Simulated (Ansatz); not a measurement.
This script for a convergence test of the k-point mesh of Al, space group P6_3/mmc with the Ansatz DFT code, driven from Python holds a mistake.

Script `kconv.py`:
```python
# -*- coding: utf-8 -*-
"""k-point test for Al."""

import ansatz as az
from tabulate import tabulate

config = {
    "xc": "lda",
    "max_iterations": 5,
}

lattice = az.Lattice.of(
    [2.827077, 0.0, 0.0],
    [-1.413539, 2.448321, 0.0],
    [0.0, 0.0, 9.185993],
)
sites = [
    ("Al", [0.0, 0.0, 0.0]),
    ("Al", [1 / 3, 2 / 3, 0.25]),
    ("Al", [0.0, 0.0, 0.5]),
    ("Al", [2 / 3, 1 / 3, 0.75]),
]
al = az.Crystal(lattice=lattice)
for symbol, position in sites:
    al = al.atom(symbol, position)

calculation = (
    al.calculation()
    .functional(config["xc"])
    .scf(max_iterations=config["max_iterations"])
    .occupations(az.OccupationsMethod.COLD, width=50 * az.meV)
    .basis(31 * az.Ry)
    .stress()
)

rows = []
for value in [(3, 3, 1), (4, 4, 1), (6, 6, 2), (7, 7, 2), (9, 9, 3), (11, 11, 3)]:
    rep = calculation.kpoints(mesh=value).run().report
    rows.append((value, rep["free_energy_ev"] / len(rep["lattice"]["sites"]), rep["n_iterations"], sum(rep["stress_gpa"][i][i] for i in range(3)) / 3, rep["n_kpoints"]))

print(tabulate(rows, headers=["mesh", "F/atom (eV)", "iterations", "P (GPa)", "k-points"], floatfmt=".4f", tablefmt="grid"))

# the last row is the reference
for row in rows[:-1]:
    shift = 1000 * (row[1] - rows[-1][1])
    print(f"{row[0]}: {shift:+.2f} meV/atom" + ("  (within 5 meV)" if abs(shift) < 5 else ""))
```

`python kconv.py` gives:
```text
Traceback (most recent call last):
  File "kconv.py", line 38, in <module>
    rep = calculation.kpoints(mesh=value).run().report
          ~~~~~~~~~~~~~~~~~~~~~~~~~~~~~~~~~~~^^
  ...
ansatz.NonConvergedError: did not converge after 5 iterations: dr2 = 7.73e-7 (threshold 1.00e-7), under the density mixer `msr1`, which `scf.mixing.algorithm: auto` chose by the deck's other keys (type `scf.mixing.algorithm: msr1` to keep it); raise `scf.max_iter`, which need not help a stalled SCF, or adjust the mixing (`scf.mixing`) or, under a smearing, its width (`scf.occupations.width`, in either direction: another width is another result); this SCF holds its density and magnetisation to the symmetry operations that it keeps, and cannot end on a state that breaks one of them: if the state sought breaks one, re-run with `crystal.symmetry.detect: false`, without `crystal.symmetry.time_reversal: true`, on a non-collinear deck whose state breaks time reversal, with `crystal.symmetry.time_reversal: false` beside it (there exact exchange or a DFT+U term alone can polarise the run; a magnetic state wants starting moments), where the deck allows it (that run may end on another state, and need not converge either) — the other mixer that `auto` picks from is left to try (`scf.mixing.algorithm: broyden`); it can need more iterations, either can converge an SCF that the other leaves [...]
```
(Library frames cut from the traceback.)

Why does it end like this?

The fault: the SCF is allowed too few iterations. The change:

```diff
--- before
+++ after
@@ -8,3 +8,3 @@
     "xc": "lda",
-    "max_iterations": 5,
+    "scf_tol": 1e-10,
 }
@@ -29,3 +29,3 @@
     .functional(config["xc"])
-    .scf(max_iterations=config["max_iterations"])
+    .scf(tolerance=config["scf_tol"])
     .occupations(az.OccupationsMethod.COLD, width=50 * az.meV)
```

With that change:

```console
$ python kconv.py
+-------------+---------------+--------------+-----------+------------+
| mesh        |   F/atom (eV) |   iterations |   P (GPa) |   k-points |
+=============+===============+==============+===========+============+
| (3, 3, 1)   |     -512.7456 |            7 |   -0.0649 |          3 |
+-------------+---------------+--------------+-----------+------------+
| (4, 4, 1)   |     -512.6940 |            8 |    0.2510 |          4 |
+-------------+---------------+--------------+-----------+------------+
| (6, 6, 2)   |     -512.8763 |            7 |   -0.0683 |         14 |
+-------------+---------------+--------------+-----------+------------+
| (7, 7, 2)   |     -512.8786 |            7 |   -0.2026 |         16 |
+-------------+---------------+--------------+-----------+------------+
| (9, 9, 3)   |     -512.8587 |            8 |   -0.4413 |         24 |
+-------------+---------------+--------------+-----------+------------+
| (11, 11, 3) |     -512.8733 |            7 |    0.0972 |         32 |
+-------------+---------------+--------------+-----------+------------+
(3, 3, 1): +127.67 meV/atom
(4, 4, 1): +179.27 meV/atom
(6, 6, 2): -2.99 meV/atom  (within 5 meV)
(7, 7, 2): -5.31 meV/atom
(9, 9, 3): +14.57 meV/atom
```

Notes:
- Pressure is positive in compression.
- A row within the bound is followed by one outside it, so the series isn't shown to be converged.
- This isn't the structure that Al takes at ambient conditions.
- Shifts are counted from the finest mesh, which is itself no proven limit.
- Finished in 4.5 s on 1 thread of Intel(R) Xeon(R) Processor @ 2.30GHz, with other jobs on the host, peak memory 0.47 GiB.
